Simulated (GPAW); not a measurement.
# HfMoC2 (P4/mmm) in GPAW: settings compared

The runs below take HfMoC2 through single point, relaxation of cell and atoms, with LDA, PBEsol.

All numbers are computed with GPAW 26.7.0; they aren't measurements. Logs are shortened: lines on timing, memory, paths and dates and some standing lists are left out, and cuts for length are marked. The log counts tension as positive stress, the text compression.

## 1. The structure

It takes space group P4/mmm (No. 123, tetragonal). Conventional cell: a = 3.191 Å, b = 3.191 Å, c = 4.485 Å, α = 90.00°, β = 90.00°, γ = 90.00°. Around Hf (site symmetry 4/mmm) lie 6 C at 2.24 to 2.26 Å. Mo (site symmetry 4/mmm) has 6 C at 2.24 to 2.26 Å as nearest neighbours. C (site symmetry 4/mmm) has 2 Mo at 2.24 Å and 4 Hf at 2.26 Å as nearest neighbours. Around C (site symmetry 4/mmm) lie 2 Hf at 2.24 Å and 4 Mo at 2.26 Å.

The cell comes from a database or a generator and needn't be the stable form of this composition.

## 2. Single point, LDA

Contents of run.py:

```python
from ase import Atoms
from ase.dft.bandgap import bandgap
from ase.io import write
from ase.units import GPa
from gpaw import GPAW, PW

atoms = Atoms(['Hf', 'Mo', 'C', 'C'],
              cell=[[3.191423, 0.0, 0.0],
                    [0.0, 3.191423, 0.0],
                    [0.0, 0.0, 4.485164]],
              scaled_positions=[[0.0, 0.0, 0.0],
                                [0.5, 0.5, 0.5],
                                [0.5, 0.5, 0.0],
                                [0.0, 0.0, 0.5]],
              pbc=True)

calc = GPAW(mode=PW(600),
            xc='LDA',
            kpts={'size': (7, 7, 5), 'gamma': True},
            occupations={'name': 'fermi-dirac', 'width': 0.05},
            nbands=33,
            maxiter=120,
            txt='gpaw.txt')
atoms.calc = calc
energy = atoms.get_potential_energy()
forces = atoms.get_forces()
stress = atoms.get_stress()
calc.write('gs.gpw')
write('result.traj', atoms)
print(f'Energy: {energy:.6f} eV')
print('Forces (eV/A):')
print(forces.round(4))
print('Stress (GPa):', (stress / GPa).round(3))
print('Fermi level:', round(calc.get_fermi_level(), 4), 'eV')
print(f'Gap: {bandgap(calc)[0]:.4f} eV, direct: {bandgap(calc, direct=True)[0]:.4f} eV')
```

Potentials or basis: the program's PAW data sets (release 1.2.1) made for this functional, pw.

On the command line:

```bash
$ OMP_NUM_THREADS=1 python run.py
```

gpaw.txt:

```text
__  _  _
 | _ |_)|_||  |
 |__||  | ||/\| - 26.7.0

Input parameters:
  mode=PW(ecut=600.0),
  kpts=MonkhorstPack(size=(7, 7, 5), gamma=True),
  maxiter=120,
  nbands=33,
  occupations=Occupations(name='fermi-dirac', width=0.05),
  xc=XC(name='LDA')

Diagonalizing LCAO Hamiltonian
Converting LCAO to pw mode
   .-------.
  /|       |
 * |       |
 | |       |
 | |  Mo   |
 C |       |
 | .-------.
 |/   C   /
 Hf------*

Atoms  # Å, Bohr magnetons
|   | symbol |        x |        y |        z |    initial magnetic moments |
|---|--------|----------|----------|----------|-----------------------------|
| 0 |     Hf | 0.000000 | 0.000000 | 0.000000 | ( 0.0000,  0.0000,  0.0000) |
| 1 |     Mo | 1.595711 | 1.595711 | 2.242582 | ( 0.0000,  0.0000,  0.0000) |
| 2 |      C | 1.595711 | 1.595711 | 0.000000 | ( 0.0000,  0.0000,  0.0000) |
| 3 |      C | 0.000000 | 0.000000 | 2.242582 | ( 0.0000,  0.0000,  0.0000) |

Unit cell  # Å
| periodic |        x |        y |        z |  lengths |    angles |
|----------|----------|----------|----------|----------|-----------|
|      yes | 3.191423 | 0.000000 | 0.000000 | 3.191423 | 90.000000 |
|      yes | 0.000000 | 3.191423 | 0.000000 | 3.191423 | 90.000000 |
|      yes | 0.000000 | 0.000000 | 4.485164 | 4.485164 | 90.000000 |

Number of symmetries: 16
Symmetry operations  # r_c * U_cc + t_c -> r_c
|    | kind |            matrix            |
|----|------|------------------------------|
|  0 |  E   |  1, 0, 0,  0, 1, 0,  0, 0, 1 |
|  1 |  σ   |  1, 0, 0,  0, 1, 0,  0, 0,-1 |
|  2 |  σ   |  1, 0, 0,  0,-1, 0,  0, 0, 1 |
|  3 |  C2  |  1, 0, 0,  0,-1, 0,  0, 0,-1 |
|  4 |  σ   |  0, 1, 0,  1, 0, 0,  0, 0, 1 |
|  5 |  C2  |  0, 1, 0,  1, 0, 0,  0, 0,-1 |
|  6 |  C4  |  0, 1, 0, -1, 0, 0,  0, 0, 1 |
|  7 |  S4  |  0, 1, 0, -1, 0, 0,  0, 0,-1 |
|  8 |  C4  |  0,-1, 0,  1, 0, 0,  0, 0, 1 |
|  9 |  S4  |  0,-1, 0,  1, 0, 0,  0, 0,-1 |
| 10 |  σ   |  0,-1, 0, -1, 0, 0,  0, 0, 1 |
| 11 |  C2  |  0,-1, 0, -1, 0, 0,  0, 0,-1 |
| 12 |  σ   | -1, 0, 0,  0, 1, 0,  0, 0, 1 |
| 13 |  C2  | -1, 0, 0,  0, 1, 0,  0, 0,-1 |
| 14 |  C2  | -1, 0, 0,  0,-1, 0,  0, 0, 1 |
| 15 |  i   | -1, 0, 0,  0,-1, 0,  0, 0,-1 |

BZ-sampling:
  Number of BZ points: 245
  Number of IBZ points: 30

  Monkhorst-Pack size: [7, 7, 5]
  Monkhorst-Pack shift: [0, 0, 0]

K-points  # in reciprocal-cell coordinates
|     |                                coordinates |     weight |
|-----|--------------------------------------------|------------|
|   0 | (  0.00000000,   0.00000000,   0.00000000) | 0.00408163 |
|   1 | (  0.00000000,   0.00000000,   0.20000000) | 0.00816327 |
|   2 | (  0.00000000,   0.00000000,   0.40000000) | 0.00816327 |
|   3 | (  0.14285714,   0.00000000,   0.00000000) | 0.01632653 |
|   4 | (  0.14285714,   0.00000000,   0.20000000) | 0.03265306 |
|   5 | (  0.14285714,   0.00000000,   0.40000000) | 0.03265306 |
|   6 | (  0.14285714,   0.14285714,   0.00000000) | 0.01632653 |
|   7 | (  0.14285714,   0.14285714,   0.20000000) | 0.03265306 |
|   8 | (  0.14285714,   0.14285714,   0.40000000) | 0.03265306 |
|   9 | (  0.28571429,   0.00000000,   0.00000000) | 0.01632653 |
| ... |                                            |            |
|  29 | (  0.42857143,   0.42857143,   0.40000000) | 0.03265306 |

Plane wave coefficients: 1537
Cutoff: 600.0 eV

Spin-components: 1 (collinear spins)
Bands:           33
Projectors:      22
Spin-degeneracy: 2
Datatype:        complex128

Parallelization:
  kpt:    1
  domain: 1
  band:   1

Density:
  Valence electrons: 34.0
  Components: 1
  Grid points: [20 20 27]
  Charge: 0.0  # |e|

Potential:
  Grid points: [20 20 27]

species:
  Hf:
    name:    Hafnium
    Z:       72.0
    valence: 12
    core:    60
    charge:  0.0  # [|e|]
    compensation charges:
      type: gauss
      rc: 0.41  # [Å]
      lmax: 2
    cutoffs:
      filter: 2.36  # [Å]
      core: 4.02  # [Å]
    projectors
    | kind |    occ | energy [eV] | rcut [Å] |
    |------|--------|-------------|----------|
    |   5s |  2.000 |     -66.988 |    1.397 |
    |   6s |  2.000 |      -5.250 |    1.397 |
    |   5p |  6.000 |     -35.740 |    1.307 |
    |   6p |  0.000 |      -1.470 |    1.307 |
    |   5d |  2.000 |      -2.880 |    1.334 |
    |    d |        |      24.331 |    1.334 |

    Using partial waves for Hf as LCAO basis

  Mo:
    name:    Molybdenum
    Z:       42.0
    valence: 14
    core:    28
    charge:  0.0  # [|e|]
    compensation charges:
      type: gauss
      rc: 0.38  # [Å]
      lmax: 2
    cutoffs:
      filter: 2.16  # [Å]
      core: 1.42  # [Å]
    projectors
    | kind |    occ | energy [eV] | rcut [Å] |
    |------|--------|-------------|----------|
    |   4s |  2.000 |     -64.384 |    1.238 |
    |   5s |  1.000 |      -4.319 |    1.238 |
    |   4p |  6.000 |     -38.595 |    1.296 |
    |   5p |  0.000 |      -1.161 |    1.296 |
    |   4d |  5.000 |      -3.933 |    1.296 |
    |    d |        |      23.278 |    1.296 |

    Using partial waves for Mo as LCAO basis

  C:
    name:    Carbon
    Z:       6.0
    valence: 4
    core:    2
    charge:  0.0  # [|e|]
    compensation charges:
      type: gauss
      rc: 0.20  # [Å]
      lmax: 2
    cutoffs:
      filter: 1.14  # [Å]
      core: 1.14  # [Å]
    projectors
    | kind |    occ | energy [eV] | rcut [Å] |
    |------|--------|-------------|----------|
    |   2s |  2.000 |     -13.639 |    0.635 |
    |   2p |  2.000 |      -5.414 |    0.635 |
    |    s |        |      13.573 |    0.635 |
    |    p |        |      21.797 |    0.635 |
    |    d |        |       0.000 |    0.635 |

    Using partial waves for C as LCAO basis

Reference energy: -521698.746601  # eV

eigensolver:
  PPCG
  Converge bands: occupied
  niter=2

density mixing:
  MSR1-Mixer
  Pratt-step length: 0.05
  Maximum mixing coefficient: 0.75
  Old densities: 10
  SVD Regularization: 0.005
  Good broyden scale: 1.0
  Trust region scale: 1.0
  Backstep threshold: 4.0
  History deletion threshold: 6.0
  Fourier metric: weight=20.0, sigma=0.015

occupation numbers:
  Fermi-Dirac:
    width: 0.0500  # eV

poisson solver:
  ecut: 4800.0  # eV

xc functional:
  name: None

convergence criteria:
- Maximum [total energy] change in last 3 cyles: 0.0005 eV / valence electron
- Maximum integral of absolute [dens]ity change: 0.0001 electrons / valence electron
- Maximum integral of absolute [eigenst]ate change: 4e-08 eV^2 / valence electron
maximum number of iterations: 120

SCF iterations
|iter     | |      energy | eigst |  dens |
|---------|-|-------------|-------|-------|
|iter:   1| |  -50.343998 | +0.23 |       |
|iter:   2| |  -47.550293 | -1.76 | -0.77 |
|iter:   3| |  -42.991980 | -0.84 | -0.84 |
|iter:   4| |  -42.874222 | -2.27 | -1.47 |
|iter:   5| |  -42.849765 | -3.07 | -1.68 |
|iter:   6| |  -42.856167 | -3.23 | -1.97 |
|iter:   7| |  -42.853305c| -4.22 | -2.42 |
|iter:   8| |  -42.853249c| -5.00 | -2.96 |
|iter:   9| |  -42.853239c| -6.79 | -3.60 |
|iter:  10| |  -42.853236c| -7.93c| -4.19c|

Converged in 10 steps
Energy contributions relative to reference atoms: (reference = -521698.746601)

Energy contributions:
  Kinetic:          10.334087
  Coulomb:         -16.977029
  Zero:             -0.634696
  External:          0.000000
  Xc:              -35.568077
  Entropy:          -0.015043
  Spinorbit:         0.000000
  ----------------------------
  Free energy:     -42.860757
  Extrapolated:    -42.853236

dipole moment: (-17.915352, -17.915352, -25.171710)  # |e|*Ang

Fermi level: 12.388
Eigenvalues  # (at kpt = [0.000, 0.000, 0.000])
| band index |      eig [eV] | occ [0-2] |
|------------|---------------|-----------|
|          0 |       -49.480 |     2.000 |
|        ... |               |           |
|         10 |         8.437 |     2.000 |
|         11 |         8.758 |     2.000 |
|         12 |        11.102 |     2.000 |
|         13 |        11.102 |     2.000 |
|         14 |        11.249 |     2.000 |
|         15 |        11.249 |     2.000 |
[... 8 lines left out ...]
|         24 |        16.966 |     0.000 |
|         25 |        19.772 |     0.000 |
|        ... |               |           |
|         32 |        38.687 |     0.000 |

No gap
No difference between direct/indirect transitions

Forces  # eV/Ang
|        x |        y |       z |
|----------|----------|---------|
|  0.00000 |  0.00000 | 0.00000 |  # Hf   0
|  0.00000 |  0.00000 | 0.00000 |  # Mo   1
| -0.00000 | -0.00000 | 0.00000 |  # C    2
|  0.00000 |  0.00000 | 0.00000 |  # C    3

Stress tensor  # eV/Ang^3
|        x |        y |        z |
|----------|----------|----------|
| 0.087159 | 0.000000 | 0.000000 |
| 0.000000 | 0.087159 | 0.000000 |
| 0.000000 | 0.000000 | 0.089817 |

# Writing to gs.gpw (mode='')
```

stdout:

```text
Energy: -42.853236 eV
Forces (eV/A):
[[ 0.  0.  0.]
 [ 0.  0.  0.]
 [-0. -0.  0.]
 [ 0.  0.  0.]]
Stress (GPa): [13.964 13.964 14.39   0.     0.     0.   ]
Fermi level: 12.3878 eV
Gap: 0.0000 eV, direct: 0.0000 eV
```

Wall time 33 s (1 thread of Arm Neoverse V1, shared host); peak memory 0.18 GiB.

What came out:

```yaml
Free_energy: -42.8608 eV
Pressure: -14.1 GPa
Band_gap_on_the_k_mesh: none (metal or under the smearing width)
```

Caveat: the cutoff is short for stress and forces, so pressures can be off by a GPa or more. Spin-orbit coupling is left out, which matters for the levels of Hf.

## 3. Relaxation of cell and atoms, PBEsol

Contents of run.py:

```python
from ase import Atoms
from ase.filters import FrechetCellFilter
from ase.io import write
from ase.optimize import BFGS
from gpaw import GPAW, PW, setup_paths

setup_paths.insert(0, '.')

atoms = Atoms(['Hf', 'Mo', 'C', 'C'],
              cell=[[3.191423, 0.0, 0.0],
                    [0.0, 3.191423, 0.0],
                    [0.0, 0.0, 4.485164]],
              scaled_positions=[[0.0, 0.0, 0.0],
                                [0.5, 0.5, 0.5],
                                [0.5, 0.5, 0.0],
                                [0.0, 0.0, 0.5]],
              pbc=True)

calc = GPAW(mode=PW(800),
            xc='PBEsol',
            kpts={'size': (6, 6, 4), 'gamma': True},
            occupations={'name': 'fermi-dirac', 'width': 0.05},
            nbands=33,
            convergence={'density': 1e-05, 'forces': 0.0001},
            maxiter=150,
            txt='gpaw.txt')
atoms.calc = calc
opt = BFGS(FrechetCellFilter(atoms), trajectory='relax.traj', logfile='-')
done = opt.run(fmax=0.02, steps=60)
calc.write('gs.gpw')
write('result.traj', atoms)
print('Converged:', done)
print('Cell:', atoms.cell.cellpar().round(4))
print('Volume:', round(atoms.get_volume(), 4))
print(atoms.get_scaled_positions().round(5))
```

Potentials or basis: PAW data sets generated in the run's folder for this functional, pw.

On the command line:

```bash
$ gpaw-setup -f PBEsol C Hf Mo
$ OMP_NUM_THREADS=1 python run.py
```

Wall time 3.2 min (1 thread of Arm Neoverse V2, shared host); peak memory 0.32 GiB.

Results (log left out):

| Item | Value |
| --- | --- |
| Free energy | -41.1119 eV |
| Relaxed volume | 11.14 Å³/atom |
| Relaxed cell | a = 3.156 Å, b = 3.156 Å, c = 4.473 Å, α = 90.00°, β = 90.00°, γ = 90.00° |
| Space group after relaxing (to 0.05 Å) | P4/mmm (No. 123) |
| Energy gained by relaxing | 7.3 meV/atom |
| Ionic steps | 6 |
| Pressure after relaxing | -0.1 GPa |
| Band gap on the k mesh | none (metal or under the smearing width) |

Stress tensor (GPa, compression positive):
```
-0.18  0.00  0.00
 0.00 -0.18  0.00
 0.00  0.00 -0.01
```

The path:
```csv
step,energy change (eV),largest force (eV/Å),pressure (GPa),volume (Å³)
1,0.0000,0.0000,-7.25,45.68
2,-0.0108,0.0000,-5.76,45.43
3,-0.0283,0.0000,0.44,44.46
4,-0.0285,0.0000,0.20,44.49
5,-0.0289,0.0000,-0.13,44.54
6,-0.0290,0.0000,-0.12,44.54
```

Final structure:
```
CELL_PARAMETERS angstrom
3.15566 0.00000 0.00000
0.00000 3.15566 0.00000
0.00000 0.00000 4.47286
ATOMIC_POSITIONS crystal
Hf 0.00000 0.00000 0.00000
Mo 0.50000 0.50000 0.50000
C 0.50000 0.50000 0.00000
C 0.00000 0.00000 0.50000
```

Levels at points of the mesh, in eV from the Fermi level:
```csv
k point,band 14,band 15,band 16,band 17,band 18,band 19,band 20,band 21
"(0.00, 0.00, 0.00)",-1.39,-1.22,-1.22,-0.49,-0.41,0.07,0.21,0.21
"(0.00, 0.00, 0.50)",-2.13,-2.13,-1.80,-1.80,-1.51,-0.31,2.19,2.19
"(0.50, 0.00, 0.00)",-4.43,-3.91,-3.71,-0.41,0.99,2.27,3.21,3.32
"(0.50, 0.00, 0.50)",-5.25,-4.39,-4.38,1.05,1.08,1.82,4.62,5.41
"(0.50, 0.50, 0.00)",-3.93,-1.22,-1.05,-0.99,-0.99,1.09,1.45,2.62
"(0.50, 0.50, 0.50)",-4.31,-4.19,-4.19,1.14,1.14,1.46,3.01,3.01
```

Caveat: later steps reuse the first step's grids.
